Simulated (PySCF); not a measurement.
# CoNH: structure of the sextet

Where does sextet CoNH go from a PBE0 minimum start, is the end point a minimum, and what are its modes, charges and moments?

Program: PySCF 2.14.0. Level of theory: PBE0, basis Co def2-TZVP, N def2-TZVP, H def2-TZVP, no relativity, density fitting. These are calculated values, not measurements.

## Step 1: Where the work starts

3 atoms, charge 0, spin multiplicity 6.

Bond lengths: Co1–N2 1.866 Å, Co1–H3 1.566 Å. Angles: N2–Co1–H3 144.4°.

```xyz
3
charge 0 multiplicity 6
Co    0.0000   -0.3363    0.0000
N    -0.0690    1.5288    0.0000
H     0.9583   -1.5743    0.0000
```

## Step 2: Finding the electronic state

The steps below are one call of a driver around PySCF. For each, scf.py gives the equivalent set-up of the SCF; relaxations use the driver's own optimiser. After this first run the driver tries any further starts and a stability analysis.

scf.py

```python
from pyscf import gto, scf, dft
mol = gto.M(atom='''
Co     0.000000    -0.336330     0.000000
N     -0.068970     1.528780    -0.000000
H      0.958330    -1.574320    -0.000000''',
    basis={'Co': 'def2-TZVP', 'N': 'def2-TZVP', 'H': 'def2-TZVP'},
    charge=0, spin=5)
mf = dft.UKS(mol, xc='PBE0')
mf.grids.atom_grid = (50, 194)
aux = {'Co': 'def2-universal-JKFIT', 'N': 'def2-universal-JKFIT', 'H': 'def2-universal-JKFIT'}
mf = mf.density_fit(auxbasis=aux)
mf.conv_tol = 1e-08
mf.diis_space = 10
mf.max_cycle = 60
mf.init_guess = 'minao'
mf.verbose = 4
mf.kernel()
```

Launch:

```bash
OMP_NUM_THREADS=2 python axn.py task.json out
```

The log of the run:

```text
[... the frontier levels of the middle cycles are left out ...]
init E= -1436.59419940076
[... the frontier-level lines of each cycle are left out ...]
cycle= 1 E= -1420.8817084896  delta_E= 15.7  |g|=  5.6  |ddm|= 12.4
cycle= 2 E= -1398.79719570609  delta_E= 22.1  |g|= 10.7  |ddm|= 14.2
cycle= 3 E= -1423.27734190189  delta_E= -24.5  |g|= 7.11  |ddm|= 5.68
cycle= 4 E= -1428.67771789614  delta_E= -5.4  |g|= 6.13  |ddm|= 2.44
cycle= 5 E= -1427.39305615589  delta_E= 1.28  |g|= 5.83  |ddm|= 1.19
cycle= 6 E= -1432.07622520192  delta_E= -4.68  |g|= 4.79  |ddm|= 1.98
cycle= 7 E= -1435.45215850136  delta_E= -3.38  |g|= 3.09  |ddm|= 0.973
cycle= 8 E= -1436.11121134056  delta_E= -0.659  |g|= 2.32  |ddm|= 0.626
cycle= 9 E= -1437.2751330837  delta_E= -1.16  |g|= 1.14  |ddm|= 0.724
cycle= 10 E= -1437.61432459317  delta_E= -0.339  |g|= 0.17  |ddm|= 0.498
cycle= 11 E= -1437.61665075921  delta_E= -0.00233  |g|= 0.34  |ddm|= 0.324
cycle= 12 E= -1437.65119304574  delta_E= -0.0345  |g|= 0.148  |ddm|= 0.116
cycle= 13 E= -1437.66616072031  delta_E= -0.015  |g|= 0.0291  |ddm|= 0.185
cycle= 14 E= -1437.66909978326  delta_E= -0.00294  |g|= 0.0205  |ddm|= 0.0688
[... 4 cycles left out ...]
cycle= 19 E= -1437.68171077767  delta_E= -0.00255  |g|= 0.0343  |ddm|= 0.118
cycle= 20 E= -1437.68169318235  delta_E= 1.76e-05  |g|= 0.0342  |ddm|= 0.00113
cycle= 21 E= -1437.68412131397  delta_E= -0.00243  |g|= 0.0113  |ddm|= 0.123
cycle= 22 E= -1437.6845968636  delta_E= -0.000476  |g|= 0.00603  |ddm|= 0.0363
cycle= 23 E= -1437.68518582554  delta_E= -0.000589  |g|= 0.0121  |ddm|= 0.0984
cycle= 24 E= -1437.68512615652  delta_E= 5.97e-05  |g|= 0.0184  |ddm|= 0.0133
cycle= 25 E= -1437.68508383597  delta_E= 4.23e-05  |g|= 0.0205  |ddm|= 0.00201
cycle= 26 E= -1437.68530631214  delta_E= -0.000222  |g|= 0.000907  |ddm|= 0.0226
cycle= 27 E= -1437.68530989273  delta_E= -3.58e-06  |g|= 0.000917  |ddm|= 0.00682
cycle= 28 E= -1437.68531064038  delta_E= -7.48e-07  |g|= 0.000166  |ddm|= 0.00227
cycle= 29 E= -1437.68531074214  delta_E= -1.02e-07  |g|= 0.000229  |ddm|= 0.000896
cycle= 30 E= -1437.68531080138  delta_E= -5.92e-08  |g|= 5.79e-05  |ddm|= 0.00034
cycle= 31 E= -1437.68531081937  delta_E= -1.8e-08  |g|= 3.19e-05  |ddm|= 0.000385
cycle= 32 E= -1437.68531082255  delta_E= -3.18e-09  |g|= 1.1e-05  |ddm|= 0.000201
Extra cycle  E= -1437.68531082272  delta_E= -1.71e-10  |g|= 2.9e-05  |ddm|= 2.88e-05
converged SCF energy = -1437.68531082272  <S^2> = 8.7674785  2S+1 = 6.0058233
```

This step, with its further starts and checks, took 27 s on 2 threads of Intel Xeon Platinum 8375C at 2.90GHz (Ice Lake), shared host.

The starts that the driver tried:

```csv
start,energy (Eh)
the minimal-basis guess,-1437.685311
a thermally smeared density,-1437.668527
a smeared PBE density,-1437.688626
```

The first run landed in a state that is too high. Following the other starts and the instabilities gains 8.7 kJ/mol (-1437.68863 Eh), and the work goes on from there.

## Step 3: Relaxing the sextet from the PBE0 minimum start

The program finds Cs symmetry in the start, which this walk keeps.

Changes to scf.py since step 2:

```diff
@@ -3,3 +3,3 @@
-Co     0.000000    -0.336330     0.000000
-N     -0.068970     1.528780    -0.000000
-H      0.958330    -1.574320    -0.000000''',
+Co    -0.000000    -0.336330     0.000000
+N     -0.068970     1.528780     0.000000
+H      0.958330    -1.574320     0.000000''',
@@ -15 +14,0 @@
-mf.init_guess = 'minao'
```

Energy and gradient, step by step:

```csv
step,energy (Eh),change (kJ/mol),largest symmetric gradient (Eh/bohr)
0,-1437.688626,0.00,0.00004
```

The walk took 2 s.

Positions (Å) and forces (eV/Å) along the way:

```
step 0
Co   0.000  -0.336   0.000   0.002   0.002   0.000
N   -0.069   1.529   0.000  -0.001   0.000   0.000
H    0.958  -1.574   0.000  -0.001  -0.002   0.000
```

It settles in Cs symmetry, 0.0 kJ/mol below the start, after 0 steps: Co–H 1.566 Å, Co–N 1.866 Å; H–Co–N 144.4°.

## Step 4: Vibrations and properties at this point

On the finer grid the gradient is checked again; gradients at displacements of ±0.02 bohr then give force constants and infrared intensities.

Changes to scf.py since step 3:

```diff
@@ -9 +9 @@
-mf.grids.atom_grid = (50, 194)
+mf.grids.atom_grid = (75, 302)
@@ -12 +12 @@
-mf.conv_tol = 1e-08
+mf.conv_tol = 1e-10
```

This SCF starts from the last density.

Log of the central SCF (cycles and frontier levels):

```text
init E= -1437.68853010011
[... the frontier-level lines of each cycle are left out ...]
cycle= 1 E= -1437.68853010011  delta_E= 5.46e-12  |g|= 5.03e-06  |ddm|= 2.7e-06
Extra cycle  E= -1437.68853010005  delta_E= 6.16e-11  |g|= 1.79e-05  |ddm|= 8.24e-06
converged SCF energy = -1437.68853010005  <S^2> = 8.7681796  2S+1 = 6.0060568
```

The whole step took 78 s.

Geometry: Cs; Co–H 1.566 Å, Co–N 1.866 Å; H–Co–N 144.4°.

Modes, for the most abundant isotopes:

| symmetry | ω (cm⁻¹) | IR (km/mol) |
| --- | --- | --- |
| a' | 430 | 154 |
| a' | 525 | 3.3 |
| a' | 1796 | 176 |

All wavenumbers are real: a minimum.

Properties at this point:

* Dipole moment: 1.98 D
* Highest occupied level: -7.34 eV
* Lowest empty level: -3.47 eV
* Rotational constants: 21.79, 0.4003, 0.3931 cm⁻¹
* Zero-point energy: 16.5 kJ/mol
* Principal polarisabilities: 22.4, 27.9, 61.6 bohr³
* Atomisation energy without zero-point energy: 411 kJ/mol
* Principal traceless quadrupole moments about the centre of mass: -9.67, 4.52, 5.15 D Å
* Entropy at 298.15 K and 1 bar (electronic part: spin only): 262.2 J/(mol K)
* Heat capacity Cp at 298.15 K: 44.2 J/(mol K)
* Enthalpy at 298.15 K above 0 K: 11.20 kJ/mol
* Rotational symmetry number: 1
* Spin squared ⟨S²⟩: 8.768

Populations by atom (charges in e):

```csv
atom,Mulliken,Löwdin,polar tensor,spin (Mulliken),Mayer order to Co1
Co1,0.45,0.35,0.74,2.83,–
N2,-0.31,-0.19,-0.37,2.13,1.11
H3,-0.14,-0.16,-0.37,0.03,0.98
```

Mulliken populations on Co1: s 6.75, p 12.34, d 7.46, f 0.00.

## Step 5: What came out

| quantity | value |
| --- | --- |
| minimum | sextet, Cs |
| geometry | Co–H 1.566 Å, Co–N 1.866 Å; H–Co–N 144.4° |
| wavenumbers (cm⁻¹) | 430 (a'), 525 (a'), 1796 (a') |
| dipole moment | 1.98 D |
| highest occupied, lowest empty level (either spin) | -7.34, -3.47 eV |
| polar-tensor charge of Co1 | +0.74 e |
| zero-point energy | 16.5 kJ/mol |
| entropy at 298.15 K | 262.2 J/(mol K) |
| atomisation energy (no zero-point energy) | 411 kJ/mol |
| ⟨S²⟩ | 8.768 |

What this shows: The PBE0 minimum start keeps its Cs symmetry and ends in a minimum. The strongest infrared band lies at 1796 cm⁻¹ (a', stretch). Most of the spin sits on Co1 (Mulliken spin 2.83, against 5 for the whole molecule). The first SCF alone would have been 9 kJ/mol too high. Only this shape and spin were tried, so other structures or states may lie lower. One determinant may miss the lowest occupation of an open d or f shell.

The search up to here took 1.8 min.
